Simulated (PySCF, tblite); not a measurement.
**C₈H₇N₃Si: geometry, infrared bands and NMR shifts**

Wanted: the infrared bands and NMR shifts of C₈H₇N₃Si (`C#Cc1ccc([SiH3])c2[nH]nnc12`), by calculation.

Computed with tblite 0.8.0 and PySCF 2.14.0, with density-fitted response routines of our own, on a single molecule in the gas phase. Atoms are numbered from 0 throughout.

### 1 Starting geometry

19 atoms, charge 0, multiplicity 1; geometry from: force field or distance geometry start.

Bonds of the start (Å): C0–C1 1.24, C1–C2 1.42, C2–C3 1.38, C3–C4 1.39, C4–C5 1.38, C5–Si6 1.83, C5–C7 1.39, C7–N8 1.34, N8–N9 1.32, N9–N10 1.33, N10–C11 1.35, C11–C2 1.39, C11–C7 1.39, C0–H12 1.05, C3–H13 1.11, C4–H14 1.07, Si6–H15 1.46, Si6–H16 1.47, Si6–H17 1.49, N8–H18 1.06.

### 2 Optimising the geometry with GFN2-xTB

What the job is given:

```
{"job": {"kind": "relax", "xc": "GFN2-xTB", "basis": "xTB"}, "charge": 0, "multiplicity": 1}
C      4.302700     0.344400    -0.104400
C      3.077500     0.162800    -0.118400
C      1.671200    -0.063300    -0.136100
C      1.150300    -1.182000    -0.753500
C     -0.230600    -1.374100    -0.751100
C     -1.090400    -0.453700    -0.185700
Si    -2.897400    -0.762800    -0.245700
C     -0.555300     0.678200     0.424000
N     -1.139400     1.711000     1.047200
N     -0.181700     2.520500     1.444000
N      1.008800     2.034800     1.086300
C      0.819600     0.867600     0.442800
H      5.337800     0.503200    -0.085800
H      1.810700    -1.939200    -1.213800
H     -0.613300    -2.253800    -1.235000
H     -3.655100     0.332900     0.354800
H     -3.301100    -1.982600     0.473500
H     -3.343100    -0.987200    -1.646200
H     -2.181100     1.852300     1.195700
```

On the command line:

```console
OMP_NUM_THREADS=1 python probes_run.py task.json out
```

This one command runs all jobs of the session in turn.

**Question.** This job is followed by: GFN2-xTB harmonic vibrations, gas phase; GIAO PBE0/pcSseg-1 NMR shielding, non-relativistic, gas phase. What will the session give for the following? strongest single infrared mode (GFN2-xTB); zero-point energy (GFN2-xTB); 13C shifts against TMS (PBE0/pcSseg-1); 1H shifts against TMS (PBE0/pcSseg-1, means over atoms taken as alike); 29Si shifts against TMS (PBE0/pcSseg-1); 15N shifts against NH3 (PBE0/pcSseg-1).

**Answer**, as computed:

```
                                                              quantity                                                     value
                             strongest single infrared mode (GFN2-xTB)                                      796 cm⁻¹, 509 km/mol
                                          zero-point energy (GFN2-xTB)                                             78.5 kcal/mol
                                13C shifts against TMS (PBE0/pcSseg-1)  149.3, 145.1, 139.8, 133.6, 121.7, 112.3, 97.3, 84.9 ppm
1H shifts against TMS (PBE0/pcSseg-1, means over atoms taken as alike)                         11.45, 7.93, 7.85, 4.77, 3.44 ppm
                               29Si shifts against TMS (PBE0/pcSseg-1)                                                 -82.2 ppm
                                15N shifts against NH3 (PBE0/pcSseg-1)                                   414.9, 379.5, 238.7 ppm
```

The optimisation took 36 steps and gained 0.528 eV; among the close pairs (by a distance rule), N9–N10 changed most, from 1.335 to 1.264 Å. The lowest mode is imaginary (63i cm⁻¹), so the xTB geometry is not a minimum. The strongest single mode, at 796 cm⁻¹, is spread over several atoms, H15, H17, H16 among them. Unscaled tight-binding wavenumbers are off by several per cent, some by more. Its intensities can rank the bands wrongly. NICS(1)zz of -28 ppm above the planar ring from C2 marks a diatropic (aromatic) ring current. NICS(1)zz of -34 ppm above the planar ring from C7 marks a diatropic (aromatic) ring current.
